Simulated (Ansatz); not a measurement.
# RPA@PBE0/def2-TZVP (core potential) run of SnSe (SMILES [Se][Sn])

Aim: the electronic atomisation energy of SnSe at RPA@PBE0/def2-TZVP (core potential), from 3 runs. 

The results are computed with Ansatz 0.2.0.

26 further runs of the same task are left out: 26 set aside as unsound or not needed.

### Step 1. The molecule

SnSe has 2 atoms, charge 0, and is taken as a singlet. SMILES: `[Se][Sn]`. The coordinates come from a PBE0-D4/def2-TZVP relaxation.

Bond lengths: Se1–Sn2 2.325 Å.

### Step 2. A single-point energy at RPA@PBE0/def2-TZVP (core potential)

in.yaml

```yaml
crystal:
  periodic: [false, false, false]
  atoms:
    - symbol: Se
      position_ang: [0.000000, -0.000000, 0.006530]
    - symbol: Sn
      position_ang: [-0.000000, 0.000000, 2.331810]
basis:
  gaussian:
    orbitals: def2-TZVP
total_charge: 0
accuracy: high
correlation:
  method: rpa
  frozen_orbitals: {Se: 9, Sn: 4}
hamiltonian:
  xc: pbe0
```

Launch:

```
$ ansatz run in.yaml --threads 1 --pin off --max-ram 3480MiB --events-out events.jsonl --progress --plain --runs-dir runs
```

Standard output:

```text
Warning: RAYON_NUM_THREADS=1 ignored (pool sized by the plan → 1); use --threads N
Functional definition: PBE0
  name "PBE0"
  parameter a = 0.25
  parameter kappa = 0.804
  parameter beta = 0.06672455060314922
  exchange = (1 - a)*pbe_x(kappa = kappa, mu = beta*pi^2/3) + a*exact_x
  correlation = pbe_c(beta = beta)
1498 factors; integrals over basis functions are off by at most 4.7e-9 eV
mean field evaluation 1: about -71172.7620 eV, gradient 2.3e1 eV
mean field evaluation 2: about -71172.7996 eV, gradient 2.3e1 eV
mean field evaluation 4: about -71174.9549 eV, gradient 3.5e0 eV
mean field evaluation 8: about -71174.9915 eV, gradient 4.0e-1 eV
mean field evaluation 16: about -71174.9919 eV, gradient 4.2e-5 eV
mean field -71174.99186215 eV, -2615.6327067917 hartree, gradient 9.4e-9 eV, S^2 0.000000; 0 other end points of the search recorded, 0 dependent functions left out
13 core orbitals not correlated: weight in the atoms' cores, before any rotation towards them, 1.000 or more for the frozen orbitals, at most 0.000 for the correlated occupied ones
reference -71109.72754744 eV, -2613.2342874638 hartree; 15, 15 occupied and 70, 70 virtual orbitals, 1498 factors
Total energy: -71129.44640094 eV, -2613.9589419640 hartree
```

It took 11 s on 1 thread of Arm Neoverse V2, shared host; peak memory 0.34 GiB.

### Step 3. The Se atom at the same level

run.yaml

```yaml
crystal:
  periodic: [false, false, false]
  atoms:
    - {symbol: Se, position_ang: [0.000000, 0.000000, 0.000000]}
basis:
  gaussian: {orbitals: def2-TZVP}
magnetization: {spin_polarized: true, initial_magnetization: 2}
hamiltonian: {xc: pbe0}
correlation: {method: rpa, frozen_orbitals: {Se: 9}}
accuracy: high
```

Launch:

```
$ ansatz run run.yaml --threads 1 --pin off --max-ram 3480MiB --events-out events.jsonl --progress --plain --runs-dir runs
```

Standard output (excerpt; [...] marks lines left out):

```text
Warning: RAYON_NUM_THREADS=1 ignored (pool sized by the plan → 1); use --threads N
[... 2 set-up lines as earlier in the session ...]
[...]
462 factors; integrals over basis functions are off by at most 4.5e-9 eV
[...]
mean field -65340.11806945 eV, -2401.2050499295 hartree, gradient 4.0e-8 eV, S^2 2.003670; 0 other end points of the search recorded, 0 dependent functions left out
9 core orbitals not correlated: weight in the atoms' cores, before any rotation towards them, 1.000 or more for the frozen orbitals, at most 0.000 for the correlated occupied ones
reference -65302.42106965 eV, -2399.8197107388 hartree; 9, 7 occupied and 30, 32 virtual orbitals, 462 factors
Total energy: -65310.85355208 eV, -2400.1295987523 hartree
```

It took 2 s on 1 thread of Arm Neoverse V2, shared host; peak memory 0.12 GiB.

### Step 4. The Sn atom, same level

in.yaml

```yaml
crystal:
  periodic: [false, false, false]
  atoms:
    - {symbol: Sn, position_ang: [0.000000, 0.000000, 0.000000]}
basis:
  gaussian:
    orbitals: def2-TZVP
hamiltonian:
  xc: pbe0
magnetization:
  spin_polarized: true
  initial_magnetization: 2
accuracy: high
correlation:
  method: rpa
  frozen_orbitals: {Sn: 4}
```

Run the same way, it converges to -213.67248 Eh (log not shown).

### Step 5. Results

At RPA@PBE0/def2-TZVP (core potential), 13 core orbitals frozen:

```
                                  quantity           value
                    molecule: total energy  -2613.95894 Eh
molecule: RPA correlation energy (valence)      -724.7 mEh
                     Se atom: total energy  -2400.12960 Eh
 Se atom: RPA correlation energy (valence)      -309.9 mEh
Se atom: ⟨S²⟩ of the reference determinant           2.004
                     Sn atom: total energy   -213.67248 Eh
 Sn atom: RPA correlation energy (valence)      -338.9 mEh
Sn atom: ⟨S²⟩ of the reference determinant           2.003
             electronic atomisation energy        4.269 eV
```

**Reading.** Taking the molecule apart into free atoms costs 4.27 eV (412 kJ/mol), before zero-point energy and without spin-orbit coupling.
